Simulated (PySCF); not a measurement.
# CH9ClSi3: the cost of one run

The runs use PySCF 2.14.0, with density-fitted response routines of our own; the level of theory stands in each step. All values are computed, except where a source is named. Atoms are numbered from 0 throughout.

## 1. The molecule as given

14 atoms, charge 0, multiplicity 1; geometry from: GFN2-xTB. The atoms were then displaced at random by about 0.01 Å, so the start is not that level's minimum.

Bonds of the start (Å): Si0–Si1 2.30, Si1–Si2 2.31, Si1–C3 1.92, C3–Cl4 1.82, Si0–H5 1.48, Si0–H6 1.49, Si0–H7 1.45, Si1–H8 1.46, Si2–H9 1.48, Si2–H10 1.46, Si2–H11 1.48, C3–H12 1.04, C3–H13 1.10.

## 2. Relaxing the molecule at PBE0-D3(BJ)/def2-SVP

The job: settings as JSON, then the geometry in Å.

```
{"job": {"xc": "PBE0", "basis": "def2-SVP", "d3": "d3bj", "grid": 1, "shake": 0.01, "kind": "geom"}, "charge": 0, "multiplicity": 1}
Si    -1.983260     0.833900     0.203830
Si     0.040940     0.038540    -0.545620
Si     2.006060     0.981640     0.231330
C      0.135860    -1.827460    -0.100070
Cl    -1.407020    -2.619490    -0.665190
H     -3.100130     0.704440    -0.763000
H     -1.874390     2.293980     0.474410
H     -2.415930     0.228080     1.443300
H      0.081340     0.017230    -2.001740
H      2.036200     1.114320     1.710050
H      2.183300     2.330640    -0.294080
H      3.250880     0.246090    -0.096040
H      0.892960    -2.350070    -0.586850
H      0.146040    -2.006910     0.981900
```

Run with:

```bash
OMP_NUM_THREADS=1 python probes_run.py task.json out
```

One launch serves the whole session: the jobs run in the order shown.

**Question.** How long does this first job take on 1 thread of Arm Neoverse V2, shared host, and how much memory does it need?

About 76 s, with a peak of 0.57 GiB.
